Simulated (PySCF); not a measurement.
# InSiH4BrO (SMILES [SiH3][O][InH][Br]) at 3 levels

Wanted: a comparison of 3 runs (HF/STO-3G, wB97X/def2-SVP, MP2/def2-SVP) of InSiH4BrO. Input form: a Python script.

Program for the calculation: PySCF 2.14.0.

**1. Starting point**

The species is InSiH4BrO (8 atoms), meant as a singlet with charge 0. As SMILES, `[SiH3][O][InH][Br]`. The coordinates come from a PBE0-D4/def2-TZVP relaxation. This is one conformer, not always the lowest.

Bond lengths: Si1–O2 1.634 Å, O2–In3 1.967 Å, In3–Br4 2.458 Å, Si1–H5 1.490 Å, Si1–H6 1.487 Å, Si1–H7 1.490 Å, In3–H8 1.690 Å. Angles: Si1–O2–In3 135.8°, O2–In3–Br4 110.6°, O2–Si1–H5 111.5°, O2–Si1–H6 108.5°, O2–Si1–H7 111.5°, O2–In3–H8 122.6°, Br4–In3–H8 126.9°, H5–Si1–H6 108.7°, H5–Si1–H7 108.0°, H6–Si1–H7 108.6°.

**2. Energy and forces at HF/STO-3G (run 1)**

Contents of input.py:

```python
from pyscf import gto, scf

molecule = gto.M(
    atom='''
Si    -1.132891     2.207767     1.110403
O      1.417862     0.635326     0.364528
In     2.156555    -2.610090    -1.288982
Br    -1.780500    -4.749071    -2.514848
H     -2.649963     2.856510    -1.171819
H     -0.367552     4.590901     2.388992
H     -2.778275     0.736237     2.858967
H      5.134764    -3.667580    -1.747430
''',
    spin=0,
    max_memory=1860,
    unit='bohr',
    verbose=3,
    basis='sto-3g',
)

mf = scf.RHF(molecule)
mf.conv_tol = 1e-10
mf.kernel()
if not mf.converged:
    mf = mf.newton().run(mf.mo_coeff, mf.mo_occ)

etot = mf.e_tot
print('E(%s) = %.9f' % ('HF', etot))
grad = mf.nuc_grad_method().kernel()
mf.analyze()
```

Command:

```sh
$ OMP_NUM_THREADS=1 python input.py
```

Log:

```text
converged SCF energy = -8589.43264132658
[... 17 lines left out ...]
MO #8   energy= -63.1176003868622  occ= 2
[... 10 lines left out ...]
MO #19  energy= -16.6202719114033  occ= 2
[... 10 lines left out ...]
MO #30  energy= -3.9936345031765   occ= 2
[... 10 lines left out ...]
MO #41  energy= -0.659369170191742 occ= 2
[... 10 lines left out ...]
MO #52  energy= -0.310974134484132 occ= 2
[... 10 lines left out ...]
MO #63  energy= 0.656735495485277  occ= 0
[... 9 lines left out ...]
Dipole moment(X, Y, Z, Debye):  2.26915,  0.16029,  0.15620
```

It took 20 s on 1 thread of Intel Xeon at 2.50GHz (Skylake/Cascade Lake), shared host; peak memory 0.13 GiB.

**3. Energy and gradient at wB97X/def2-SVP (core potential) (run 2)**

Contents of mol.xyz:

```xyz
8

Si    -0.599500     1.168300     0.587600
O      0.750300     0.336200     0.192900
In     1.141200    -1.381200    -0.682100
Br    -0.942200    -2.513100    -1.330800
H     -1.402300     1.511600    -0.620100
H     -0.194500     2.429400     1.264200
H     -1.470200     0.389600     1.512900
H      2.717200    -1.940800    -0.924700
```

Contents of calc.py:

```python
import pyscf.grad
from pyscf import gto, dft

mol = gto.Mole()
mol.atom = 'mol.xyz'
mol.charge = 0
mol.basis = 'def2-svp'
mol.max_memory = 1860
mol.spin = 0
mol.verbose = 4
mol.ecp = {'In': 'def2-svp'}
mol.build()

myscf = dft.RKS(mol, xc='wb97x')
myscf.grids.level = 5
myscf.conv_tol = 1e-10
myscf.kernel()
if not myscf.converged:
    myscf = myscf.newton().run(myscf.mo_coeff, myscf.mo_occ)

energy = myscf.e_tot
print(f'total energy: {energy:.8f} hartree')
grad = myscf.Gradients().kernel()
myscf.analyze()
```

Command:

```sh
$ OMP_NUM_THREADS=1 python calc.py
```

Log:

```text
PySCF version 2.14.0

[... 111 lines left out ...]
MO #10  energy= -6.59826003424292  occ= 2
[... 19 lines left out ...]
MO #30  energy= -0.915763332731101 occ= 2
[... 19 lines left out ...]
MO #50  energy= 0.227352320884441  occ= 0
[... 19 lines left out ...]
MO #70  energy= 0.690743900976148  occ= 0
[... 19 lines left out ...]
MO #90  energy= 1.82686938405318   occ= 0
[... 19 lines left out ...]
MO #110 energy= 61.8296897405215   occ= 0
[... 121 lines left out ...]
Dipole moment(X, Y, Z, Debye):  2.13834, -0.85928, -0.37561
```

Wall time 2.9 min (1 thread of Intel Xeon at 2.50GHz (Skylake/Cascade Lake), shared host); peak memory 1.1 GiB.

**4. Energy and forces at MP2/def2-SVP (core potential) (run 3)**

Contents of start.xyz:

```xyz
8

Si    -0.599500     1.168300     0.587600
O      0.750300     0.336200     0.192900
In     1.141200    -1.381200    -0.682100
Br    -0.942200    -2.513100    -1.330800
H     -1.402300     1.511600    -0.620100
H     -0.194500     2.429400     1.264200
H     -1.470200     0.389600     1.512900
H      2.717200    -1.940800    -0.924700
```

Contents of calc.py:

```python
from pyscf import gto, mp

system = gto.Mole()
system.atom = 'start.xyz'
system.spin = 0
system.ecp = {'In': 'def2-svp'}
system.max_memory = 1860
system.basis = 'def2-svp'
system.verbose = 4
system.build()

hf = system.RHF()
hf.conv_tol = 1e-10
hf.kernel()
if not hf.converged:
    hf = hf.newton().run(hf.mo_coeff, hf.mo_occ)

pt = mp.MP2(hf, frozen=19).run()
e_tot = pt.e_tot
print('Final energy', e_tot)
grad = pt.nuc_grad_method().kernel()
dip = hf.dip_moment()
pop, q = hf.mulliken_pop()
```

Command:

```sh
$ OMP_NUM_THREADS=1 python calc.py
```

Log:

```text
PySCF version 2.14.0

[... 64 lines left out ...]
converged SCF energy = -3127.38432222224
[... 8 lines left out ...]
Final energy -3127.9846069595433
[... 8 lines left out ...]
Dipole moment(X, Y, Z, Debye):  2.28267, -0.96789, -0.42624
[... 119 lines left out ...]
charge of    7H =     -0.12632
```

Wall time 70 s (1 thread of Intel Xeon at 2.50GHz (Skylake/Cascade Lake), shared host); peak memory 1.5 GiB.

**5. Overview of the runs**

| run | level | core potential | integration grid | energy (Eh) | dipole moment (D) of the reference | HOMO energy (eV) | LUMO energy (eV) | wall time |
| --- | --- | --- | --- | --- | --- | --- | --- | --- |
| 1 | HF/STO-3G | – | – | -8589.432641 | 2.28 | -7.64 | 5.60 | 20 s |
| 2 | wB97X/def2-SVP (core potential) | def2-svp | 5 | -3131.073919 | 2.33 | -10.61 | 0.11 | 2.9 min |
| 3 | MP2/def2-SVP (core potential) | def2-svp | – | -3127.984607 | 2.52 | -11.32 | 0.85 | 70 s |

**6. Results**

| quantity | value |
| --- | --- |
| run 3: total energy | -3127.98461 Eh |
| run 3: dipole moment (Hartree–Fock density) | 2.52 D |
| run 3: HOMO energy (Hartree–Fock orbitals) | -11.32 eV |
| run 3: LUMO energy (Hartree–Fock orbitals) | 0.85 eV |
| run 3: HOMO–LUMO gap (Hartree–Fock orbitals) | 12.17 eV |
| run 3: correlation energy (19 core orbitals frozen) | -600.3 mEh |
| run 3: largest force on an atom | 0.891 eV/Å |

**Reading.** Some runs of one species differ in core potentials or relativity; totals across that change don't compare. In run 1 the basis is minimal, so the values are rough. In run 1 relativity is left out where basis or elements ask for it. All runs together took 4.4 min, the longest 2.9 min.
